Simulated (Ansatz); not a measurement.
# YAl3: the cost of one run

Computed with Ansatz 0.2.0 (DFT PBE, scalar-relativistic, plane waves, PAW, unless a step's input says otherwise).

### 1 The starting structure

Symmetry: P4mm, No. 99, tetragonal system. The conventional cell has a = 4.240 Å, b = 4.240 Å, c = 17.000 Å, α = 90.00°, β = 90.00°, γ = 90.00°. Around Y (site symmetry 4mm) lie 8 Al at 3.00 Å. Around Al (site symmetry 4mm) lie 4 Al at 3.00 Å and 4 Y at 3.00 Å. Around Al (site symmetry 2mm) lie 2 Y at 3.00 Å and 6 Al at 3.00 Å.

Coordinates:

```
Y Al
1.0
     4.24003    0.00000    0.00000
     0.00000    4.24003    0.00000
     0.00000    0.00000   17.00000
Y Al
1 3
Direct
  0.00000 0.00000 0.43765
  0.50000 0.50000 0.43765
  0.50000 0.00000 0.56235
  0.00000 0.50000 0.56235
```

The cell is invented: thin slice cut from a crystal along (100). Its size is a rough estimate.

It is a sheet, periodic along a and b, with vacuum along c; volumes and pressures of the box carry no meaning, and space groups named for it are those of the box.

### 2 A first look at the guess

File input.yaml:

```yaml
crystal:
  lattice:
    - [4.240031, 0.0, 0.0]
    - [0.0, 4.240031, 0.0]
    - [0.0, 0.0, 17.0]
  atoms:
    - { symbol: "Y", position: [0.0, 0.0, 0.43764661] }
    - { symbol: Al, position: [0.5, 0.5, 0.43764661] }
    - { symbol: Al, position: [0.5, 0.0, 0.56235339] }
    - { symbol: Al, position: [0.0, 0.5, 0.56235339] }
  periodic: [true, true, false]
basis:
  ecutwfc: 420
kpoints:
  mp_grid: { grid: [4, 4, 1] }
hamiltonian:
  xc: pbe
scf:
  occupations: { method: gaussian, width: 0.1 }
  lower_state_search: "off"
output:
  forces: true
  stress: true
  eigenvalues: true
```

Started as:

```sh
$ ansatz run input.yaml --threads 1 --pin off --max-ram 2560MiB --backend cpu --events-out ev --progress --plain --runs-dir out
```

Q: Estimate wall time and peak memory on 1 thread of AMD EPYC 9B45 (Zen 5), shared host.

About 1.8 s, with a peak of 0.51 GiB.
